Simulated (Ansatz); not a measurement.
# H4SSn: the cost of one run

Program: Ansatz 0.2.0, Gaussian basis. Level of theory: PBE0-D4/def2-TZVP structures, single points in def2-TZVPP, no counterpoise correction. These are calculated values, not measurements.

Levels: SPW92, PBE-D4, BLYP-D4, r2SCAN-D4, B97M-V, PBE0-D4, B3LYP-D4, r2SCAN0-D4, BHLYP-D4, CAM-B3LYP-D4, wB97X-V, wB97M-V, B2PLYP, PBE-QIDH, RPA on PBE, Hartree-Fock, MP2, CCSD, CCSD(T).

Cores are frozen in the correlated methods. Filled d shells of the heavier atoms are correlated. Core potentials replace the inner electrons past krypton, and spin-orbit coupling is left out. B3LYP uses VWN-RPA correlation. B2PLYP carries no dispersion term here.

88 further runs of the same task are left out: 88 set aside as unsound or not needed. Runs told in other sessions of the task aren't counted.

## (1) Where the work starts

The complex: 8 atoms, charge 0, spin multiplicity 1.

Atoms are counted from 1 here; the program's logs count them from 0.

Bond lengths: Sn1–H3 1.696 Å, Sn1–H4 1.698 Å, Sn1–H5 1.704 Å, Sn1–S7 2.433 Å, F2–H6 0.940 Å, S7–H8 1.344 Å. Angles: H3–Sn1–H4 113.7°, H3–Sn1–H5 111.9°, H3–Sn1–S7 104.1°, H4–Sn1–H5 111.4°, H4–Sn1–S7 107.8°, H5–Sn1–S7 107.4°, Sn1–S7–H8 94.2°.

As a file:

```mol
FH5SSn
  3D, bonds by distance, orders not assigned

  8  6  0  0  0  0  0  0  0  0999 V2000
   -1.0388   -0.1217   -0.4816 Sn  0  0
    1.9297   -1.3416    1.0633 F   0  0
   -0.6576   -1.3849   -1.5478 H   0  0
   -1.3869   -0.6436    1.0963 H   0  0
   -2.2766    0.8762   -1.0950 H   0  0
    1.8237   -0.4974    0.6630 H   0  0
    0.9943    1.2121   -0.3935 S   0  0
    0.6122    1.9007    0.6953 H   0  0
  1  3  8  0
  1  4  8  0
  1  5  8  0
  1  7  8  0
  2  6  8  0
  7  8  8  0
M  END
```

Its parts: SnH₄S holds atoms 1, 3, 4, 5, 7, 8; HF holds atoms 2, 6. Each part counts its atoms afresh in its own runs.

## (2) Relaxing SnH₄S alone

Input file relax-a/in.yaml:

```yaml
crystal:
  periodic: [false, false, false]
  atoms:
    - {symbol: Sn, position_ang: [-1.038812, -0.121668, -0.481606]}
    - {symbol: H, position_ang: [-0.657565, -1.384872, -1.547793]}
    - {symbol: H, position_ang: [-1.386936, -0.643649, 1.096335]}
    - {symbol: H, position_ang: [-2.276591, 0.876203, -1.094986]}
    - {symbol: S, position_ang: [0.994303, 1.212060, -0.393523]}
    - {symbol: H, position_ang: [0.612192, 1.900744, 0.695260]}
basis:
  gaussian: {orbitals: def2-TZVP}
hamiltonian: {xc: pbe0, dispersion: d4}
relax: {f_tol: 0.005, max_steps: 200}
```

The run is started by

```console
$ ansatz run in.yaml --threads 4 --pin off --events-out ev --progress --plain --max-ram 9574MiB
```

**Question.** How long does this run take on 4 threads of Arm Neoverse V1, shared host?

About 12 s.
